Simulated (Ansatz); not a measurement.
Predict the output of the script below (Ansatz 0.2.0 through its Python package).

Input file `pd.cif`:
```cif
data_Pd
_cell_length_a 2.723271
_cell_length_b 2.723271
_cell_length_c 2.723271
_cell_angle_alpha 109.47122
_cell_angle_beta 109.47122
_cell_angle_gamma 109.47122
_symmetry_space_group_name_H-M 'P 1'
_symmetry_Int_Tables_number 1
loop_
_symmetry_equiv_pos_as_xyz
'x, y, z'
loop_
_atom_site_label
_atom_site_type_symbol
_atom_site_fract_x
_atom_site_fract_y
_atom_site_fract_z
Pd1 Pd    0.000000    0.000000    0.000000
```

`field_pd.py`
```python
"""A slab of Pd in an electric field."""

import ansatz as az
from ase.build import surface
from ase.io import read
import numpy as np
import pandas as pd

atoms = read("pd.cif")
# the plane is named in the basis of this cell
rows = []
for value in [0.0, 0.1, 0.2, 0.3]:
    slab = surface(atoms, (1, 0, 0), 3, vacuum=6.0)
    slab.pbc = True
    setup = (
        az.Crystal.from_ase(slab).calculation()
        .accuracy("low")
        .occupations("cold", width=0.02)
        .functional("lda")
        .scf(max_iterations=80, extra_bands=4)
        .basis(530, xc_grid=1)
        .kpoints(7, 7, 1)
        .electric_field(axis=3, dipole_correction=True, amplitude=value)
    )
    r = setup.run().report
    face = r["work_function"]
    rows.append((value, len(slab), r["free_energy_ev"], face["dipole_moment_e_ang"], face.get("phi_plus_ev"), face.get("phi_minus_ev")))

print(pd.DataFrame(rows, columns=["field (V/A)", "atoms", "F (eV)", "dipole (e A)", "phi upper (eV)", "phi lower (eV)"]).round(4).to_string(index=False))
print(f"induced dipole per field: {np.polyfit([row[0] for row in rows], [row[3] for row in rows], 1)[0]:.3f} e A^2/V")
```

```console
$ python field_pd.py
RunWarning: efield: at this solve's end the planar-averaged density reaches 1.44e-5 e/Å³ inside the ramp window [0.8892, 0.1108] (bound 1e-5 e/Å³); the window's nearer edge stands 4.18 Å from this [...]
 field (V/A)  atoms      F (eV)  dipole (e A)  phi upper (eV)  phi lower (eV)
         0.0      3 -20531.6622        0.0000          5.3971          5.3972
         0.1      3 -20531.6637        0.0289             NaN             NaN
         0.2      3 -20531.6680        0.0577             NaN             NaN
         0.3      3 -20531.6752        0.0864             NaN             NaN
induced dipole per field: 0.288 e A^2/V
```
(Warnings from the package without file and line, shortened, repeats left out.)

The settings weren't tested for convergence. The density doesn't vanish in the vacuum (a short gap or a low cutoff), which blurs the vacuum level. The mesh is modest for a metal, so energies can be off by several to tens of meV an atom and pressures by half a GPa or more; differences at equal mesh fare better. This isn't the structure that Pd takes at ambient conditions. The slabs are thin, unrelaxed cuts of the structure as given, on a modest mesh, so the surface energy isn't converged; Miller indices refer to the cell as typed, and unlike faces give only a mean. Wall time of the script: 32 s on 1 thread of Intel(R) Xeon(R) Platinum 8488C (Sapphire Rapids), on a shared host, peak memory 0.52 GiB.
